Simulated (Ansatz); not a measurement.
# KCrF3: the cost of one run

Method: DFT PBEsol without U, plane waves, PAW, in Ansatz 0.2.0.

## 1. The structure to begin with

It takes space group P4/mmm (No. 123, tetragonal). Conventional cell: a = 4.094 Å, b = 4.094 Å, c = 4.601 Å, α = 90.00°, β = 90.00°, γ = 90.00°. Around Cr (site symmetry 4/mmm) lie 6 F at 2.05 to 2.30 Å. F (site symmetry 4/mmm) has 2 Cr at 2.30 Å and 4 K at 2.89 Å as nearest neighbours. Around F (site symmetry mmm) lie 2 Cr at 2.05 Å. Around K (site symmetry 4/mmm) lie 12 F at 2.89 to 3.08 Å.

Structure file:

```cif
data_structure
_symmetry_space_group_name_H-M 'P4/mmm'
_symmetry_Int_Tables_number 123
_cell_length_a 4.0936
_cell_length_b 4.0936
_cell_length_c 4.6006
_cell_angle_alpha 90.000
_cell_angle_beta 90.000
_cell_angle_gamma 90.000
_cell_volume 77.10
loop_
_atom_site_label
_atom_site_type_symbol
_atom_site_symmetry_multiplicity
_atom_site_Wyckoff_symbol
_atom_site_fract_x
_atom_site_fract_y
_atom_site_fract_z
_atom_site_occupancy
Cr1 Cr 1 a 0.00000 0.00000 0.00000 1
F1 F 1 b 0.00000 0.00000 0.50000 1
F2 F 2 f 0.00000 0.50000 0.00000 1
K1 K 1 d 0.50000 0.50000 0.50000 1
```

## 2. Ferromagnetic start, free, symmetry kept, no search

Input file input.yaml:

```yaml
crystal:
  lattice:
    - [4.09360944, 0.0, 0.0]
    - [0.0, 4.09360944, 0.0]
    - [0.0, 0.0, 4.60063637]
  atoms:
    - { symbol: Cr, position: [0.0, 0.0, 0.0], spin: 4.0 }
    - { symbol: F, position: [0.0, 0.0, 0.5] }
    - { symbol: F, position: [0.0, 0.5, 0.0] }
    - { symbol: F, position: [0.5, 0.0, 0.0] }
    - { symbol: K, position: [0.5, 0.5, 0.5] }
basis:
  ecutwfc: 420
  ecutrho_ratio: 4
kpoints:
  mp_grid: { grid: [5, 5, 4] }
hamiltonian:
  xc: pbesol
scf:
  occupations: { method: gaussian, width: 0.05 }
  lower_state_search: "off"
  max_iter: 150
output:
  forces: true
  stress: true
  eigenvalues: true
  populations: true
  hubbard: { sites: [{ site: 0, l: d }] }
magnetization:
  spin_polarized: true
```

Run with:

```sh
$ ansatz run input.yaml --threads 4 --pin off --max-ram 6144MiB --backend cpu --events-out ev --progress --plain --runs-dir out
```

Q: Estimate wall time and peak memory on 4 threads of Arm Neoverse V1, shared host.

About 2.4 s, with a peak of 0.4 GiB.
